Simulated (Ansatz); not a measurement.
**Al2FHSe: an energy map over bond length Al3–H5 and angle H5–Al3–Al2**

How does the energy of Al₂FHSe, SMILES [F][Al]1[AlH][Se]1 change over two coordinates at once? A grid of runs gives the map.

Computed with Ansatz 0.2.0. Level: RKS PBE-D4/def2-TZVP.

### Step 1. Where the work starts

SMILES `[F][Al]1[AlH][Se]1`, 5 atoms, charge 0, spin multiplicity 1.

Atoms are counted from 1 here; the program's logs count them from 0.

Bond lengths: F1–Al2 1.674 Å, Al2–Al3 2.402 Å, Al2–Se4 2.358 Å, Al3–Se4 2.393 Å, Al3–H5 1.598 Å. Angles: F1–Al2–Al3 168.3°, F1–Al2–Se4 131.3°, Al3–Al2–Se4 60.3°, Al2–Al3–Se4 58.9°, Al2–Al3–H5 172.1°, Se4–Al3–H5 128.9°, Al2–Se4–Al3 60.7°.

Geometry (Å):

```mol
Al2FHSe
  3D, bonds by distance, orders not assigned

  5  5  0  0  0  0  0  0  0  0999 V2000
   -1.3204   -2.2170    1.3151 F   0  0
   -0.5270   -0.9453    0.5691 Al  0  0
    0.9732    0.7683   -0.1928 Al  0  0
   -1.1866    0.4879   -1.1839 Se  0  0
    2.1107    1.8326   -0.5489 H   0  0
  1  2  8  0
  2  3  8  0
  2  4  8  0
  3  4  8  0
  3  5  8  0
M  END
```

This geometry comes from a loose relaxation at PBE in a small basis, which is not shown.

### Step 2. Relaxing the molecule

File input.yaml:

```yaml
crystal:
  periodic: [false, false, false]
  atoms:
    - { symbol: F, position_ang: [-1.320371, -2.217032, 1.31509] }
    - { symbol: Al, position_ang: [-0.527013, -0.945314, 0.569124] }
    - { symbol: Al, position_ang: [0.973154, 0.768251, -0.192754] }
    - { symbol: Se, position_ang: [-1.186646, 0.487932, -1.183926] }
    - { symbol: H, position_ang: [2.110676, 1.832562, -0.548934] }
basis:
  gaussian: { orbitals: def2-TZVP }
hamiltonian:
  xc: pbe
  dispersion: d4
output:
  forces: true
relax:
  f_tol: 0.003
  max_steps: 120
```

Started as:

```
$ ansatz run input.yaml --threads 1 --pin off --max-ram 2560MiB --backend cpu --events-out ev --progress --plain --runs-dir out
```

The log of the run (excerpt; [...] marks lines left out):

```text
Warning: RAYON_NUM_THREADS=1 ignored (pool sized by the plan → 1); use --threads N
[...]
Functional definition: PBE
[...]
1105 factors; their error is unknown
[...]
mean field -81261.93331770 eV, -2986.3209681087 hartree, gradient 5.1e-5 eV, S^2 0.000000; 0 other end points of the search recorded, 0 dependent functions left out
[...]
reference -81261.93335875 eV, -2986.3209696172 hartree; 35, 35 occupied and 124, 124 virtual orbitals, 1105 factors
relax step   1: F+E_penalty+E_count = -81262.05956051 eV  Δ(F+E_penalty+E_count) = +0.000e0 eV  max|allowed force component| = 2.094e-1 eV/Å  Δτ_max = 0.0000 Å  (29 SCF iters, accepted)
[...]
relax step   5: F+E_penalty+E_count = -81262.06269741 eV  Δ(F+E_penalty+E_count) = -6.252e-5 eV  max|allowed force component| = 5.011e-3 eV/Å  Δτ_max = 0.0038 Å  (25 SCF iters, accepted)
[...]
relax step   6: F+E_penalty+E_count = -81262.06270080 eV  Δ(F+E_penalty+E_count) = -3.388e-6 eV  max|allowed force component| = 2.134e-3 eV/Å  Δτ_max = 0.0017 Å  (21 SCF iters, accepted)
1105 factors; their error is unknown
[...]
mean field -81261.93624552 eV, -2986.3210757043 hartree, gradient 8.5e-5 eV, S^2 0.000000; 1 other end points of the search recorded, 0 dependent functions left out
[...]
reference -81261.93628642 eV, -2986.3210772072 hartree; 35, 35 occupied and 124, 124 virtual orbitals, 1105 factors
Total energy: -81262.06274170 eV, -2986.3257243530 hartree
Atom 0 at    -1.326196    -2.207217     1.304475 Å, force     0.000180    -0.000937     0.000985 eV/Å
Atom 1 at    -0.511136    -0.949727     0.579870 Å, force    -0.002134     0.000884    -0.002070 eV/Å
Atom 2 at     0.962442     0.778880    -0.210750 Å, force     0.000329     0.001984    -0.001682 eV/Å
Atom 3 at    -1.191637     0.478670    -1.177506 Å, force     0.001412    -0.001314     0.002070 eV/Å
Atom 4 at     2.116326     1.825793    -0.537489 Å, force     0.000213    -0.000617     0.000697 eV/Å
Dipole moment:     0.371917     0.173931     0.050516 e Å
```

It took 33 s on 1 thread of Arm Neoverse V2, shared host; peak memory 0.19 GiB.

Relaxation path:

```csv
step,energy from step 1 (eV),largest force component (eV/Å)
1,0.0000,0.2094
2,-0.0022,0.1340
3,-0.0031,0.0225
4,-0.0030,0.0286
5,-0.0031,0.0050
6,-0.0031,0.0021
```

Close pairs (by a distance rule), those that changed most:

```csv
bond,before (Å),after (Å),change (Å)
Al3–Se4,2.393,2.380,-0.013
F1–Al2,1.674,1.665,-0.010
Al2–Se4,2.358,2.365,+0.006
Al3–H5,1.598,1.592,-0.006
Al2–Al3,2.402,2.405,+0.004
```

### Step 3. Plan of the scan

First coordinate, bond length Al3–H5: 11 values from 1.337 to 2.070 Å. Second coordinate, angle H5–Al3–Al2: 11 values from 134.8 to 179.0 °.

Nothing else is relaxed (all other coordinates rigid). Energies count from the relaxed molecule at the same level.

Of the runs on the grid, 3 are shown in the steps below; the others differ only in the two coordinates.

### Step 4. The run at bond length Al3–H5 = 1.557 Å, angle H5–Al3–Al2 = 170.2°

File input.yaml:

```yaml
crystal:
  periodic: [false, false, false]
  atoms:
    - { symbol: F, position_ang: [-1.326196, -2.207217, 1.304475] }
    - { symbol: Al, position_ang: [-0.511136, -0.949727, 0.57987] }
    - { symbol: Al, position_ang: [0.962442, 0.77888, -0.21075] }
    - { symbol: Se, position_ang: [-1.191637, 0.47867, -1.177506] }
    - { symbol: H, position_ang: [2.084931, 1.807094, -0.537928] }
basis:
  gaussian: { orbitals: def2-TZVP }
hamiltonian:
  xc: pbe
  dispersion: d4
output:
  forces: true
```

Started as:

```
$ ansatz run input.yaml --threads 1 --pin off --max-ram 2560MiB --backend cpu --events-out ev --progress --plain --runs-dir out
```

The log of the run (excerpt; [...] marks lines left out):

```text
Warning: RAYON_NUM_THREADS=1 ignored (pool sized by the plan → 1); use --threads N
[...]
[... 1 set-up line as earlier in the session ...]
[...]
1105 factors; their error is unknown
[...]
mean field -81261.92791827 eV, -2986.3207696834 hartree, gradient 5.3e-5 eV, S^2 0.000000; 0 other end points of the search recorded, 0 dependent functions left out
[...]
reference -81261.92795924 eV, -2986.3207711890 hartree; 35, 35 occupied and 124, 124 virtual orbitals, 1105 factors
Total energy: -81262.05468007 eV, -2986.3254280934 hartree
Atom 0 at    -1.326196    -2.207217     1.304475 Å, force    -0.000515    -0.002978     0.002527 eV/Å
Atom 1 at    -0.511136    -0.949727     0.579870 Å, force    -0.001268     0.006144    -0.006581 eV/Å
Atom 2 at     0.962442     0.778880    -0.210750 Å, force    -0.340126    -0.300331     0.088453 eV/Å
Atom 3 at    -1.191637     0.478670    -1.177506 Å, force    -0.002845    -0.008465     0.006411 eV/Å
Atom 4 at     2.084931     1.807094    -0.537928 Å, force     0.344754     0.305631    -0.090810 eV/Å
Dipole moment:     0.383666     0.181250     0.050374 e Å
```

Wall time 5 s (1 thread of Arm Neoverse V2, shared host); peak memory 0.18 GiB.

That is 0.008 eV from the zero.

### Step 5. The run at bond length Al3–H5 = 1.557 Å, angle H5–Al3–Al2 = 143.6°

input.yaml, as its differences from that of step 4:

```diff
@@ -7,3 +7,3 @@
     - { symbol: Se, position_ang: [-1.191637, 0.47867, -1.177506] }
-    - { symbol: H, position_ang: [2.084931, 1.807094, -0.537928] }
+    - { symbol: H, position_ang: [2.366396, 1.419843, -0.005005] }
 basis:
```

Started as:

```
$ ansatz run input.yaml --threads 1 --pin off --max-ram 2560MiB --backend cpu --events-out ev --progress --plain --runs-dir out
```

The log of the run (excerpt; [...] marks lines left out):

```text
Warning: RAYON_NUM_THREADS=1 ignored (pool sized by the plan → 1); use --threads N
[...]
[... 1 set-up line as earlier in the session ...]
[...]
1105 factors; their error is unknown
[...]
mean field -81261.72397216 eV, -2986.3132748020 hartree, gradient 3.9e-5 eV, S^2 0.000000; 0 other end points of the search recorded, 0 dependent functions left out
[...]
reference -81261.72401266 eV, -2986.3132762903 hartree; 35, 35 occupied and 124, 124 virtual orbitals, 1105 factors
Total energy: -81261.85015867 eV, -2986.3179120708 hartree
Atom 0 at    -1.326196    -2.207217     1.304475 Å, force    -0.164773    -0.055208    -0.043223 eV/Å
Atom 1 at    -0.511136    -0.949727     0.579870 Å, force     0.237449    -0.192118     0.321214 eV/Å
Atom 2 at     0.962442     0.778880    -0.210750 Å, force    -0.454841    -0.761517     0.461369 eV/Å
Atom 3 at    -1.191637     0.478670    -1.177506 Å, force     0.068933     0.439617    -0.378948 eV/Å
Atom 4 at     2.366396     1.419843    -0.005005 Å, force     0.313232     0.569226    -0.360413 eV/Å
Dipole moment:     0.371031     0.312923    -0.082500 e Å
```

Run time: 4.6 s. Hardware: 1 thread of Arm Neoverse V2, shared host; peak memory 0.18 GiB.

Energy on the map's scale: 0.21 eV.

### Step 6. The run at bond length Al3–H5 = 2.070 Å, angle H5–Al3–Al2 = 148.1°

input.yaml, as its differences from that of step 5:

```diff
@@ -7,3 +7,3 @@
     - { symbol: Se, position_ang: [-1.191637, 0.47867, -1.177506] }
-    - { symbol: H, position_ang: [2.366396, 1.419843, -0.005005] }
+    - { symbol: H, position_ang: [2.792264, 1.734419, -0.057135] }
 basis:
```

Started as:

```
$ ansatz run input.yaml --threads 1 --pin off --max-ram 2560MiB --backend cpu --events-out ev --progress --plain --runs-dir out
```

The log of the run (excerpt; [...] marks lines left out):

```text
Warning: RAYON_NUM_THREADS=1 ignored (pool sized by the plan → 1); use --threads N
[...]
[... 1 set-up line as earlier in the session ...]
[...]
1105 factors; their error is unknown
[...]
mean field -81261.01773884 eV, -2986.2873212063 hartree, gradient 6.0e-5 eV, S^2 0.000000; 0 other end points of the search recorded, 0 dependent functions left out
[...]
reference -81261.01777909 eV, -2986.2873226854 hartree; 35, 35 occupied and 124, 124 virtual orbitals, 1105 factors
Total energy: -81261.16469507 eV, -2986.2927217480 hartree
Atom 0 at    -1.326196    -2.207217     1.304475 Å, force    -0.075212     0.003757    -0.047338 eV/Å
Atom 1 at    -0.511136    -0.949727     0.579870 Å, force     0.111589    -0.182837     0.239176 eV/Å
Atom 2 at     0.962442     0.778880    -0.210750 Å, force     2.066190     0.731548     0.504670 eV/Å
Atom 3 at    -1.191637     0.478670    -1.177506 Å, force     0.042032     0.321314    -0.281828 eV/Å
Atom 4 at     2.792264     1.734419    -0.057135 Å, force    -2.144599    -0.873781    -0.414679 eV/Å
Dipole moment:     0.173599     0.154415    -0.046249 e Å
```

Run time: 4.5 s. Hardware: 1 thread of Arm Neoverse V2, shared host; peak memory 0.18 GiB.

Energy on the map's scale: 0.90 eV.

### Step 7. All points together

121 points were computed. Energies in eV, from the relaxed molecule at the same level:

```tsv
angle H5–Al3–Al2 (°) ↓, bond length Al3–H5 (Å) →	1.337	1.410	1.484	1.557	1.630	1.703	1.777	1.850	1.923	1.996	2.070
179.0	0.62	0.30	0.11	0.03	0.03	0.09	0.19	0.32	0.46	0.62	0.78
174.6	0.60	0.28	0.09	0.02	0.02	0.07	0.17	0.30	0.45	0.60	0.77
170.2	0.59	0.27	0.08	0.01	0.01	0.07	0.17	0.30	0.44	0.60	0.77
165.7	0.59	0.27	0.09	0.01	0.01	0.07	0.17	0.30	0.45	0.60	0.77
161.3	0.61	0.29	0.11	0.03	0.03	0.09	0.19	0.32	0.46	0.62	0.79
156.9	0.64	0.32	0.13	0.06	0.06	0.12	0.22	0.35	0.49	0.65	0.81
152.5	0.68	0.36	0.17	0.10	0.10	0.16	0.26	0.38	0.53	0.68	0.85
148.1	0.73	0.41	0.22	0.15	0.15	0.21	0.31	0.43	0.58	0.73	0.90
143.6	0.79	0.47	0.29	0.21	0.21	0.27	0.37	0.50	0.64	0.79	0.96
139.2	0.87	0.55	0.36	0.29	0.29	0.34	0.44	0.57	0.71	0.86	1.02
134.8	0.95	0.63	0.45	0.37	0.37	0.43	0.53	0.65	0.79	0.94	1.10
```

The largest force on an atom (eV/Å) at each point:

```csv
"angle H5–Al3–Al2 (°) ↓, bond length Al3–H5 (Å) →",1.337,1.410,1.484,1.557,1.630,1.703,1.777,1.850,1.923,1.996,2.070
179.0,5.55,3.37,1.72,0.53,0.61,1.27,1.75,2.06,2.22,2.39,2.55
174.6,5.54,3.36,1.70,0.49,0.52,1.19,1.67,1.99,2.15,2.32,2.49
170.2,5.53,3.35,1.69,0.47,0.45,1.12,1.61,1.92,2.09,2.26,2.42
165.7,5.58,3.40,1.75,0.53,0.45,1.12,1.60,1.90,2.05,2.21,2.37
161.3,5.63,3.46,1.81,0.61,0.48,1.13,1.60,1.91,2.06,2.22,2.37
156.9,5.68,3.51,1.87,0.70,0.52,1.14,1.61,1.91,2.06,2.22,2.36
152.5,5.72,3.55,1.92,0.80,0.57,1.16,1.62,1.91,2.06,2.21,2.36
148.1,5.74,3.59,1.98,0.90,0.64,1.18,1.63,1.92,2.06,2.21,2.35
143.6,5.76,3.62,2.03,1.00,0.77,1.21,1.64,1.92,2.06,2.20,2.34
139.2,5.77,3.64,2.08,1.10,0.89,1.24,1.66,1.93,2.06,2.20,2.33
134.8,5.77,3.65,2.12,1.19,1.02,1.33,1.68,1.94,2.06,2.19,2.32
```

### Step 8. What came out

| quantity | value |
| --- | --- |
| lowest point | bond length Al3–H5 = 1.557 Å, angle H5–Al3–Al2 = 170.2°, 0.008 eV |
| highest computed point | bond length Al3–H5 = 2.070 Å, angle H5–Al3–Al2 = 134.8°, 1.09 eV above the lowest |
| largest force on an atom (eV/Å) | 0.45 at bond length Al3–H5 = 1.630 Å, angle H5–Al3–Al2 = 170.2° to 5.77 at bond length Al3–H5 = 1.337 Å, angle H5–Al3–Al2 = 139.2°; 0.47 at the lowest point |
| time for the whole task | 11 min on 1 thread, shared host |

What this shows: The lowest computed point is at bond length Al3–H5 = 1.557 Å, angle H5–Al3–Al2 = 170.2°, 0.008 eV from the relaxed molecule at the same level. The grid is coarse, so the lowest point of the scanned range may lie between grid points; coordinates that were held can hide deeper minima. No other kind of well shows on this grid. The highest computed point, bond length Al3–H5 = 2.070 Å, angle H5–Al3–Al2 = 134.8°, lies 1.09 eV above the lowest. Round the minimum the two coordinates are nearly uncoupled.
